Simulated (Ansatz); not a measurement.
# TlCu2O2: the cost of one run

Program: Ansatz 0.2.0. Level of theory: DFT PBEsol, scalar-relativistic, plane waves, PAW. These are calculated values, not measurements.

## (1) The starting structure

It takes space group I4/mmm (No. 139, tetragonal). Conventional cell: a = 3.839 Å, b = 3.839 Å, c = 10.074 Å, α = 90.00°, β = 90.00°, γ = 90.00°. Tl (site symmetry 4/mmm) has 8 O at 3.00 Å and 8 Cu at 3.17 Å in its first shell of neighbours. Cu (site symmetry -4m2) is surrounded by 4 O at 2.29 Å. O (site symmetry 4mm) has 4 Cu at 2.29 Å and 4 Tl at 3.00 Å in its first shell of neighbours.

Coordinates:

```cif
data_structure
_symmetry_space_group_name_H-M 'P 1'
_symmetry_Int_Tables_number 1
_cell_length_a 5.7219
_cell_length_b 5.7219
_cell_length_c 5.7219
_cell_angle_alpha 140.794
_cell_angle_beta 140.794
_cell_angle_gamma 56.650
_cell_volume 74.25
loop_
_atom_site_label
_atom_site_type_symbol
_atom_site_fract_x
_atom_site_fract_y
_atom_site_fract_z
_atom_site_occupancy
Tl1 Tl 0.00000 0.00000 0.00000 1
Cu1 Cu 0.25000 0.75000 0.50000 1
Cu2 Cu 0.75000 0.25000 0.50000 1
O1 O 0.62600 0.62600 0.00000 1
O2 O 0.37400 0.37400 0.00000 1
```

(A quick probe on a coarse mesh, which set the mesh and smearing, is not shown.)

## (3) Coarse relaxation

input.yaml

```yaml
crystal:
  lattice:
    - [-1.9196993204, 1.9196993204, 5.0368348506]
    - [1.9196993204, -1.9196993204, 5.0368348506]
    - [1.9196993204, 1.9196993204, -5.0368348506]
  atoms:
    - { symbol: Tl, position: [0.0, 0.0, 0.0] }
    - { symbol: Cu, position: [0.25, 0.75, 0.5], spin: 0.25 }
    - { symbol: Cu, position: [0.75, 0.25, 0.5], spin: 0.25 }
    - { symbol: O, position: [0.626, 0.626, 0.0], spin: 0.28 }
    - { symbol: O, position: [0.374, 0.374, 0.0], spin: 0.28 }
basis:
  ecutwfc: 420
kpoints:
  mp_grid: { grid: [6, 6, 6] }
hamiltonian:
  xc: pbesol
scf:
  occupations: { method: gaussian, width: 0.1 }
  lower_state_search: "off"
output:
  forces: true
  stress: true
  eigenvalues: true
  populations: true
magnetization:
  spin_polarized: true
relax:
  adjacent_minimum: "off"
  f_tol: 0.04
  max_steps: 70
  cell: { stress_tol: 0.4 }
```

Run with:

```sh
> ansatz run input.yaml --threads 1 --pin off --max-ram 2560MiB --backend cpu --events-out ev --progress --plain --runs-dir out
```

Q: Estimate wall time and peak memory on 1 thread of Arm Neoverse V2, shared host.

About 2.6 min, with a peak of 0.45 GiB.
